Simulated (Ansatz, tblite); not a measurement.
# C20H12S5: spin states and exact exchange

Is the singlet the ground state of C20H12S5? Other spin states are computed and compared level by level.

Method: as each input shows; program: Ansatz 0.2.0, Gaussian basis.

Levels to be run: triplet, at the geometry of the singlet (GFN1-xTB, GFN2-xTB, PBE0-D4/def2-TZVP, PBE-D4/def2-TZVP); the singlet's energies come from earlier runs.

## Step 1: The relaxed structure

The geometry is that of the singlet, from an earlier relaxation (PBE-D4/def2-SVP).

SMILES `c1csc(-c2ccc(-c3ccc(-c4ccc(-c5cccs5)s4)s3)s2)c1`, 37 atoms, charge 0, spin multiplicity 1.

Bond lengths: C1–C2 1.383 Å, C1–C25 1.423 Å, C1–H26 1.098 Å, C2–S3 1.731 Å, C2–H27 1.097 Å, S3–C4 1.754 Å, C4–C5 1.444 Å, C4–C25 1.395 Å, C5–C6 1.395 Å, C5–S24 1.752 Å, C6–C7 1.414 Å, C6–H28 1.099 Å, C7–C8 1.397 Å, C7–H29 1.099 Å, C8–C9 1.440 Å, C8–S24 1.754 Å, C9–C10 1.397 Å, C9–S23 1.754 Å and more. Angles: C2–C1–C25 112.7°, C2–C1–H26 123.2°, C25–C1–H26 124.0°, C1–C2–S3 111.7°, C1–C2–H27 128.6°, S3–C2–H27 119.7°, C2–S3–C4 92.1°, S3–C4–C5 120.5°, S3–C4–C25 110.2°, C5–C4–C25 129.3°, C4–C5–C6 129.3°, C4–C5–S24 120.4°, C6–C5–S24 110.3°, C5–C6–C7 113.6°, C5–C6–H28 122.4°, C7–C6–H28 123.9°, C6–C7–C8 113.5°, C6–C7–H29 123.9° and more.

Coordinates:

```xyz
37
charge 0, multiplicity 1
C    -8.50220    1.80965   -0.25497
C    -9.09117    0.55965   -0.20450
S    -7.90871   -0.70241   -0.13095
C    -6.58500    0.44722   -0.16699
C    -5.21547   -0.00891   -0.12619
C    -4.71891   -1.31106   -0.05511
C    -3.30674   -1.37818   -0.03090
C    -2.68795   -0.12700   -0.08288
C    -1.28507    0.19592   -0.07419
C    -0.66167    1.44478   -0.13536
C     0.74962    1.37461   -0.10085
C     1.24232    0.07037   -0.01236
C     2.60516   -0.39013    0.04659
C     3.09409   -1.69712    0.11591
C     4.50541   -1.77344    0.15139
C     5.13099   -0.52638    0.11565
C     6.54634   -0.23330    0.14656
C     7.59534   -1.07672    0.51350
C     8.87220   -0.45771    0.41512
C     8.80120    0.85348   -0.01988
S     7.16772    1.33512   -0.32760
S     3.93537    0.75225    0.04562
S    -0.08320   -1.07725    0.02860
S    -3.89528    1.14282   -0.16315
C    -7.08105    1.74931   -0.23391
H    -9.07740    2.74409   -0.30553
H   -10.15809    0.30613   -0.20590
H    -5.37560   -2.19148   -0.02141
H    -2.73804   -2.31702    0.02335
H    -1.22757    2.38433   -0.20392
H     1.40878    2.25309   -0.13985
H     2.43237   -2.57448    0.12925
H     5.06766   -2.71620    0.18032
H     7.43426   -2.10474    0.86488
H     9.81793   -0.95747    0.66565
H     9.61863    1.56672   -0.17995
H    -6.42627    2.63148   -0.26606
```

## Step 2: Triplet at the fixed geometry, GFN1-xTB

Tight binding, by tblite at 300 K electronic temperature and without a spin-polarisation term:

```python
tblite.interface.Calculator('GFN1-xTB', numbers, positions, charge=0, uhf=2).singlepoint()
```

Energy -1826.5977 eV; 0.11 s.

## Step 3: Triplet at the fixed geometry, GFN2-xTB

Tight binding, by tblite at 300 K electronic temperature and without a spin-polarisation term:

```python
tblite.interface.Calculator('GFN2-xTB', numbers, positions, charge=0, uhf=2).singlepoint()
```

Energy -1770.6734 eV; 0.12 s.

## Step 4: Triplet at the fixed geometry, PBE0-D4/def2-TZVP

Input file in.yaml:

```yaml
crystal:
  periodic: [false, false, false]
  atoms:
    - {symbol: C, position_ang: [-8.502195, 1.809650, -0.254969]}
    - {symbol: C, position_ang: [-9.091165, 0.559647, -0.204498]}
    - {symbol: S, position_ang: [-7.908715, -0.702412, -0.130955]}
    - {symbol: C, position_ang: [-6.585003, 0.447219, -0.166988]}
    - {symbol: C, position_ang: [-5.215467, -0.008906, -0.126186]}
    - {symbol: C, position_ang: [-4.718906, -1.311064, -0.055109]}
    - {symbol: C, position_ang: [-3.306744, -1.378182, -0.030897]}
    - {symbol: C, position_ang: [-2.687945, -0.126996, -0.082881]}
    - {symbol: C, position_ang: [-1.285072, 0.195916, -0.074187]}
    - {symbol: C, position_ang: [-0.661669, 1.444776, -0.135357]}
    - {symbol: C, position_ang: [0.749623, 1.374615, -0.100846]}
    - {symbol: C, position_ang: [1.242316, 0.070371, -0.012362]}
    - {symbol: C, position_ang: [2.605164, -0.390130, 0.046592]}
    - {symbol: C, position_ang: [3.094094, -1.697119, 0.115914]}
    - {symbol: C, position_ang: [4.505409, -1.773439, 0.151388]}
    - {symbol: C, position_ang: [5.130993, -0.526383, 0.115646]}
    - {symbol: C, position_ang: [6.546343, -0.233303, 0.146562]}
    - {symbol: C, position_ang: [7.595340, -1.076724, 0.513495]}
    - {symbol: C, position_ang: [8.872196, -0.457714, 0.415122]}
    - {symbol: C, position_ang: [8.801199, 0.853477, -0.019885]}
    - {symbol: S, position_ang: [7.167722, 1.335117, -0.327596]}
    - {symbol: S, position_ang: [3.935367, 0.752249, 0.045615]}
    - {symbol: S, position_ang: [-0.083204, -1.077252, 0.028603]}
    - {symbol: S, position_ang: [-3.895285, 1.142817, -0.163146]}
    - {symbol: C, position_ang: [-7.081047, 1.749306, -0.233910]}
    - {symbol: H, position_ang: [-9.077399, 2.744093, -0.305530]}
    - {symbol: H, position_ang: [-10.158094, 0.306133, -0.205902]}
    - {symbol: H, position_ang: [-5.375600, -2.191475, -0.021406]}
    - {symbol: H, position_ang: [-2.738037, -2.317015, 0.023354]}
    - {symbol: H, position_ang: [-1.227570, 2.384328, -0.203919]}
    - {symbol: H, position_ang: [1.408783, 2.253094, -0.139849]}
    - {symbol: H, position_ang: [2.432369, -2.574478, 0.129252]}
    - {symbol: H, position_ang: [5.067655, -2.716203, 0.180320]}
    - {symbol: H, position_ang: [7.434265, -2.104738, 0.864880]}
    - {symbol: H, position_ang: [9.817928, -0.957474, 0.665648]}
    - {symbol: H, position_ang: [9.618630, 1.566719, -0.179953]}
    - {symbol: H, position_ang: [-6.426269, 2.631480, -0.266064]}
basis:
  gaussian: {orbitals: def2-TZVP, fitting: {mean_field: def2-universal-jkfit}}
magnetization: {spin_polarized: true, initial_magnetization: 2}
hamiltonian: {xc: pbe0, dispersion: d4}
scf: {omitted_lower_state_checks: [starts]}
output: {orbitals: {seedname: orbitals}}
```

On the command line:

```console
ansatz run in.yaml --threads 2 --pin off --events-out ev --progress --plain --max-ram 32768MiB --backend cuda --devices 0, --max-vram 18GiB
```

The log of the run:

```text
Functional definition: PBE0
  name "PBE0"
  cite "Adamo & Barone, J. Chem. Phys. 110, 6158 (1999) doi:10.1063/1.478522"
  cite "Perdew, Burke & Ernzerhof, Phys. Rev. Lett. 77, 3865 (1996) doi:10.1103/PhysRevLett.77.3865"
  parent pbe
  parameter a = 0.25
  parameter kappa = 0.804
  parameter beta = 0.06672455060314922
  exchange = (1 - a)*pbe_x(kappa = kappa, mu = beta*pi^2/3) + a*exact_x
  correlation = pbe_c(beta = beta)
these checks for a lower state are left out or cut short: starts
2356 factors; integrals over basis functions are off by at most 3.1e-1 eV
mean field evaluation 1: about -75030.3380 eV, gradient 9.4e1 eV
mean field evaluation 2: about -74950.6717 eV, gradient 1.5e2 eV
mean field evaluation 4: about -75072.4842 eV, gradient 2.2e1 eV
mean field evaluation 8: about -75075.3624 eV, gradient 8.8e-1 eV
mean field evaluation 16: about -75075.3722 eV, gradient 2.5e-2 eV
mean field evaluation 32: about -75075.3722 eV, gradient 2.8e-4 eV
mean field -75075.37217604 eV, -2758.9690395544 hartree, gradient 1.3e-5 eV, S^2 2.042226; 0 other end points of the search recorded, 0 dependent functions left out
reference -75075.37224171 eV, -2758.9690419680 hartree; 107, 105 occupied and 770, 772 virtual orbitals, 2356 factors
Total energy: -75076.90598591 eV, -2759.0254060274 hartree
Checks for a lower state left out: starts
```

Run time: 40 s. Hardware: 1 × H100 (card shared with other runs) with 2 threads of AMD EPYC 7R13, shared host; peak host memory 1.6 GiB.

Report: HOMO -3.56 eV, LUMO -3.94 eV (over both spins; with the spin held, an empty level of the minority spin lies below the top filled one); ⟨S²⟩ 2.042 (pure: 2.00).

## Step 5: Triplet at the fixed geometry, PBE-D4/def2-TZVP

start.molden holds the orbitals of an earlier run on this state, given as this run's starting guess.

in.yaml, as its differences from that of step 4:

```diff
@@ -41,5 +41,5 @@
 basis:
-  gaussian: {orbitals: def2-TZVP, fitting: {mean_field: def2-universal-jkfit}}
+  gaussian: {orbitals: def2-TZVP, fitting: {mean_field: def2-universal-jkfit}, initial_orbitals: start.molden}
 magnetization: {spin_polarized: true, initial_magnetization: 2}
-hamiltonian: {xc: pbe0, dispersion: d4}
+hamiltonian: {xc: pbe, dispersion: d4}
 scf: {omitted_lower_state_checks: [starts]}
```

Launched as before.

The log of the run:

```text
Functional definition: PBE
  name "PBE"
  cite "Perdew, Burke & Ernzerhof, Phys. Rev. Lett. 77, 3865 (1996) doi:10.1103/PhysRevLett.77.3865"
  parent pbe
  parameter kappa = 0.804
  parameter beta = 0.06672455060314922
  exchange = pbe_x(kappa = kappa, mu = beta*pi^2/3)
  correlation = pbe_c(beta = beta)
these checks for a lower state are left out or cut short: starts
2356 factors; integrals over basis functions are off by at most 3.1e-1 eV
mean field evaluation 1: about -75069.6517 eV, gradient 1.7e1 eV
mean field evaluation 2: about -75070.1744 eV, gradient 7.2e-1 eV
mean field evaluation 4: about -75070.1953 eV, gradient 2.4e-1 eV
mean field evaluation 8: about -75070.1957 eV, gradient 1.5e-5 eV
mean field -75070.19566630 eV, -2758.7788063305 hartree, gradient 1.5e-5 eV, S^2 2.006234; 0 other end points of the search recorded, 0 dependent functions left out
reference -75070.19575498 eV, -2758.7788095892 hartree; 107, 105 occupied and 770, 772 virtual orbitals, 2356 factors
Total energy: -75071.97729296 eV, -2758.8442799025 hartree
Checks for a lower state left out: starts
```

Run time: 15 s. Hardware: 1 × H100 (card shared with other runs) with 2 threads of AMD EPYC 7R13, shared host.

HOMO -3.02 eV, LUMO -4.38 eV (over both spins; with the spin held, an empty level of the minority spin lies below the top filled one); ⟨S²⟩ 2.006 (pure: 2.00).

## Step 6: Triplet less singlet, vertical

The singlet's energies are those of its earlier runs, whose logs aren't repeated here.

| level | triplet less singlet, vertical (kJ/mol) | time |
| --- | --- | --- |
| GFN1-xTB | +157.3 | 0.2 s |
| GFN2-xTB | +153.2 | 0.21 s |
| PBE-D4/def2-TZVP | +144.5 | 38 s |
| PBE0-D4/def2-TZVP | +162.3 | 55 s |

Times add the two runs; a level without a time comes out of a correlated run. Tight binding without a spin term can't rank spin states.

## Step 7: Results

```
                                                quantity                                       value
triplet less singlet, vertical, functionals in def2-TZVP  +144.5 (PBE-D4) to +162.3 kJ/mol (PBE0-D4)
```

What this shows: All functionals put the triplet above the singlet, over a spread of 17.7 kJ/mol. The checks for a lower triplet were left out, so another state of that spin may lie lower. These are electronic energies, without zero-point motion, entropy or surroundings.
